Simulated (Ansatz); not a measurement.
# Rb3GaBr6: the cost of one run

Method: DFT PBEsol, scalar-relativistic, plane waves, PAW, in Ansatz 0.2.0.

1 further run of the same task is left out (set aside as unsound or not needed).

### Step 1. The system as given

Symmetry: Fm-3m, No. 225, cubic system. The conventional cell has a = 11.624 Å, b = 11.624 Å, c = 11.624 Å, α = 90.00°, β = 90.00°, γ = 90.00°. Rb (site symmetry -43m) is surrounded by 12 Br at 4.12 Å. Rb (site symmetry m-3m) is surrounded by 6 Br at 3.24 Å. Ga (site symmetry m-3m) is surrounded by 6 Br at 2.57 Å. Around Br (site symmetry 4mm) lie 1 Ga at 2.57 Å and 1 Rb at 3.24 Å.

Structure file:

```
Rb Ga Br
1.0
     0.00000    5.81195    5.81195
     5.81195    0.00000    5.81195
     5.81195    5.81195    0.00000
Rb Ga Br
3 1 6
Direct
  0.75000 0.75000 0.75000
  0.25000 0.25000 0.25000
  0.50000 0.50000 0.50000
  0.00000 0.00000 0.00000
  0.77899 0.22101 0.22101
  0.22101 0.22101 0.77899
  0.22101 0.77899 0.77899
  0.22101 0.77899 0.22101
  0.77899 0.22101 0.77899
  0.77899 0.77899 0.22101
```

The structure comes from the Materials Project (structure only).

### Step 2. A single atom displaced

What differs from the listed cell: atom 6 (Br) moved by 0.38 Å.

input.yaml

```yaml
crystal:
  lattice:
    - [0.0, 5.811952, 5.811952]
    - [5.811952, 0.0, 5.811952]
    - [5.811952, 5.811952, 0.0]
  atoms:
    - { symbol: Rb, position: [0.75, 0.75, 0.75] }
    - { symbol: Rb, position: [0.25, 0.25, 0.25] }
    - { symbol: Rb, position: [0.5, 0.5, 0.5] }
    - { symbol: Ga, position: [0.0, 0.0, 0.0] }
    - { symbol: Br, position: [0.778994, 0.221006, 0.221006] }
    - { symbol: Br, position: [0.2532671061, 0.1887448939, 0.8112551061] }
    - { symbol: Br, position: [0.221006, 0.778994, 0.778994] }
    - { symbol: Br, position: [0.221006, 0.778994, 0.221006] }
    - { symbol: Br, position: [0.778994, 0.221006, 0.778994] }
    - { symbol: Br, position: [0.778994, 0.778994, 0.221006] }
basis:
  ecutwfc: 420
kpoints:
  mp_grid: { grid: [4, 4, 4] }
hamiltonian:
  xc: pbesol
scf:
  occupations: { method: gaussian, width: 0.02 }
output:
  forces: true
  stress: true
  eigenvalues: true
```

The run is started by

```console
ansatz run input.yaml --threads 2 --pin off --max-ram 3584MiB --backend cpu --events-out ev --progress --plain --runs-dir out
```

Q: Estimate wall time and peak memory on 2 threads of Arm Neoverse V2, shared host.

About 16 s, with a peak of 0.77 GiB.
